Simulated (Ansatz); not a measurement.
Write a Python script for Ansatz 0.2.0, Python API that makes an atomisation energy of BGeH7Si, SMILES [SiH3][BH][GeH3]. Settings (for the species named): r2scan0, def2-SVPD basis, multiplicity 1.

```csv
atom,x (Å),y (Å),z (Å)
Si,-0.9906,1.0206,-0.8518
B,-0.4406,-0.6733,-0.2459
Ge,1.1532,-0.8027,0.9318
H,-2.1559,0.9091,-1.7132
H,0.0355,1.6964,-1.6588
H,-1.3711,1.9224,0.2945
H,-0.9918,-1.6450,-0.5605
H,2.3035,-1.6546,0.2423
H,1.7552,0.6323,1.2488
H,0.7856,-1.4562,2.3158
```

Script `run_tae.py`:
```python
# -*- coding: utf-8 -*-
from collections import Counter

import ansatz
from ase import Atoms


def total_energy(molecule, charge=0, unpaired=0):
    calc = molecule.calculation().basis(gaussian='def2-SVPD').functional('r2scan0')
    if charge:
        calc = calc.charge(charge)
    if unpaired:
        calc = calc.spin('collinear', total=unpaired)
    return calc.run(threads=1, pin='off').report['free_energy_ev']

atoms = Atoms(['Si', 'B', 'Ge', 'H', 'H', 'H', 'H', 'H', 'H', 'H'], positions=[
    (-0.9906, 1.0206, -0.8518),
    (-0.4406, -0.6733, -0.2459),
    (1.1532, -0.8027, 0.9318),
    (-2.1559, 0.9091, -1.7132),
    (0.0355, 1.6964, -1.6588),
    (-1.3711, 1.9224, 0.2945),
    (-0.9918, -1.645, -0.5605),
    (2.3035, -1.6546, 0.2423),
    (1.7552, 0.6323, 1.2488),
    (0.7856, -1.4562, 2.3158),
])
bgeh7si = ansatz.Crystal.molecule_from_ase(atoms)

unpaired = {'Si': 2, 'B': 1, 'Ge': 2, 'H': 1}
counts = Counter(site.symbol for site in bgeh7si.cartesian_sites)
atom_energy = {s: total_energy(ansatz.Crystal.molecule().atom(s, (0, 0, 0)), 0, unpaired[s]) for s in counts}
whole = total_energy(bgeh7si, 0, 0)
for s, e in atom_energy.items():
    print(f'{s:2s} x{counts[s]}  {e:14.5f} eV')
print(f'BGeH7Si: {whole:.5f} eV')
split = sum(counts[s] * e for s, e in atom_energy.items()) - whole
print(f'atomisation energy (no zero-point term): {23.060548 * split:.1f} kcal/mol, {split / sum(counts.values()):.3f} eV an atom')
```

```console
$ python run_tae.py
Si x1     -7870.73857 eV
B  x1      -669.65790 eV
Ge x1    -56508.01657 eV
H  x7       -13.58464 eV
BGeH7Si: -65172.23308 eV
atomisation energy (no zero-point term): 662.5 kcal/mol, 2.873 eV an atom
```

662.5 kcal/mol from the electronic energies, without the zero-point term.

Total energies depend on the basis set; only differences at equal settings carry meaning. The geometry is a force-field or estimated start, not a minimum of this method, and the basis set is short of its limit. All parts are taken at fixed geometry, without zero-point energy. Run time: 12 s on 1 thread of Arm Neoverse V2, with other jobs on the host, peak memory 0.36 GiB.
